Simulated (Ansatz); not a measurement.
**P (diamond type): how the settings move a single-point run**

How sensitive is a single-point run of P (diamond type) to its settings? A reference run comes first, then one run with altered input.

Computed with Ansatz 0.2.0 (reference: DFT, PBEsol, PAW with Ansatz's default frozen-core files, scalar-relativistic, unless a step's input says otherwise).

1 further run of the same task is left out (it didn't finish). Runs told in other sessions of the task aren't counted.

## Step 1: The system as given

Symmetry: Fd-3m, No. 227, cubic system. The conventional cell has a = 4.129 Å, b = 4.129 Å, c = 4.129 Å, α = 90.00°, β = 90.00°, γ = 90.00°. P (site symmetry -43m) has 4 P at 1.79 Å in its first shell of neighbours.

As a file:

```
P
1.0
     0.00000    2.06428    2.06428
     2.06428    0.00000    2.06428
     2.06428    2.06428    0.00000
P
2
Direct
  0.87500 0.87500 0.87500
  0.12500 0.12500 0.12500
```

## Step 2: Reference

input.yaml reads:

```yaml
crystal:
  lattice:
    - [0.0, 2.0642825949, 2.0642825949]
    - [2.0642825949, 0.0, 2.0642825949]
    - [2.0642825949, 2.0642825949, 0.0]
  atoms:
    - { symbol: P, position: [-0.125, -0.125, -0.125] }
    - { symbol: P, position: [0.125, 0.125, 0.125] }
kpoints:
  mp_grid: { grid: [12, 12, 12] }
  band_path:
    path:
      - [0.0, 0.0, 0.0]
      - [0.5, 0.0, 0.5]
      - [0.625, 0.25, 0.625]
      - [0.375, 0.375, 0.75]
      - [0.0, 0.0, 0.0]
      - [0.5, 0.5, 0.5]
      - [0.5, 0.25, 0.75]
      - [0.5, 0.0, 0.5]
    npoints: 8
scf:
  occupations: { method: fermi_dirac, width: 0.08 }
hamiltonian:
  xc: pbesol
  pseudopotentials: { kind: paw }
output:
  forces: true
  stress: true
  eigenvalues: true
  populations: true
  dos: { projected: true, de: 0.2, e_range: [-14, 8] }
```

Launch:

```bash
$ ansatz run input.yaml --threads 1 --pin off --max-ram 2048MiB --backend cpu --events-out ev --progress --plain --runs-dir out
```

## Step 3: Changing settings: mp_grid.grid [8, 8, 8], ecutwfc 22.0 Ry, xc_grid 4

Edit input.yaml of step 2 so:

```diff
@@ -9,3 +9,3 @@
 kpoints:
-  mp_grid: { grid: [12, 12, 12] }
+  mp_grid: { grid: [8, 8, 8] }
   band_path:
@@ -31,2 +31,8 @@
   populations: true
-  dos: { projected: true, de: 0.2, e_range: [-14, 8] }
+  write_density: true
+  write_potential: true
+  elf: true
+  volumetric_format: npy
+basis:
+  ecutwfc: "22.0 Ry"
+  xc_grid: 4
```

Q: Predict the outcome of this session. Wanted: for each run, ending; energy change; pressure; gap; force.

**Answer**, as computed:

```csv
run,ending,energy change,pressure (GPa),gap (eV),force (eV/Å),cycles,time
reference,converged,0,280.0,0.00,0.00,6,1.7 s
"1: mp_grid.grid [8, 8, 8], ecutwfc 22.0 Ry, xc_grid 4",converged,+30.1 meV/atom,280.7,0.00,0.00,6,0.91 s
```

Times don't compare one to one where runs were asked for different outputs or read a saved state (see the inputs); cycles may leave out searches for a lower state.

Residual by cycle in the longest SCF loop of each run; runs are numbered as in the table. The quantity is the density residual dr2, in eV.

```csv
cycle,reference,run 1
1,0.0346,0.0401
2,0.00447,0.00528
3,9.9e-5,1.1e-4
4,1.5e-7,2.4e-7
5,1.5e-9,1.3e-9
6,5.3e-12,8.0e-12
```

What this shows: Changing the k-point mesh, cutoff and numerical grids moves the energy by +30.1 meV/atom, and the pressure goes from 280.0 to 280.7 GPa. More than one kind of setting changed, and this run alone doesn't tell their shares apart. The log warns that the cutoff is under what these potentials recommend, so the shift holds truncation error. Semilocal functionals close small gaps, so the missing gap need not be the real solid's. Run 1 ran under the cutoff that the potentials recommend, as the log warns, so basis error is mixed into its values. The structure is not at rest: the sound run finds 280 GPa, so these are no properties of the relaxed crystal. 
